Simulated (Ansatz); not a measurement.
# GaGePH (quartet): geometry optimisation

Aim: relax a generated start of GaGePH (quartet) and see which bonds hold.

Computed with Ansatz 0.2.0, Gaussian basis. Level: UKS PBE0/def2-TZVP.

### 1 The system as given

4 atoms, charge 0, spin multiplicity 4.

Atoms are counted from 1 here; the program's logs count them from 0.

Bond lengths: Ge1–Ga2 2.415 Å, Ga2–P3 2.350 Å, P3–H4 1.410 Å. Angles: Ge1–Ga2–P3 174.8°, Ga2–P3–H4 88.7°.

The start was built by rule and, where that kept it together, relaxed with GFN2-xTB. Sticks and bond lists go by distance. No spin-orbit coupling is included. 

### 2 The run

in.yaml reads:

```yaml
crystal:
  periodic: [false, false, false]
  atoms:
    - {symbol: Ge, position_ang: [-3.013718, -0.098943, -0.001434]}
    - {symbol: Ga, position_ang: [-0.601922, -0.215598, -0.000830]}
    - {symbol: P, position_ang: [1.725021, -0.542931, -0.002527]}
    - {symbol: H, position_ang: [1.890619, 0.857472, 0.004791]}
basis:
  gaussian: {orbitals: def2-TZVP}
magnetization: {spin_polarized: true, initial_magnetization: 3}
hamiltonian: {xc: pbe0}
relax: {f_tol: 0.004, max_steps: 80}
```

Started as:

```bash
ansatz run in.yaml --threads 1 --pin off --events-out ev --progress --plain --max-ram 2176MiB
```

Before running it: what results should come out? Wanted: energy gained; shift from the start; total energy; dipole moment; ⟨S²⟩.

The runs gave:

| quantity | value |
| --- | --- |
| steps | 5 |
| energy gained | 0.011 eV |
| shift from the start (rms) | 0.031 Å |
| total energy | -118182.2407 eV |
| dipole moment | 1.28 D |
| ⟨S²⟩ | 3.761 |

What this shows: The bonds of the start are those of the end. Ge1–Ga2 went from 2.415 to 2.379 Å. No vibrations were run, so this is a stationary point, not a proven minimum, and this spin need not be the ground state's.
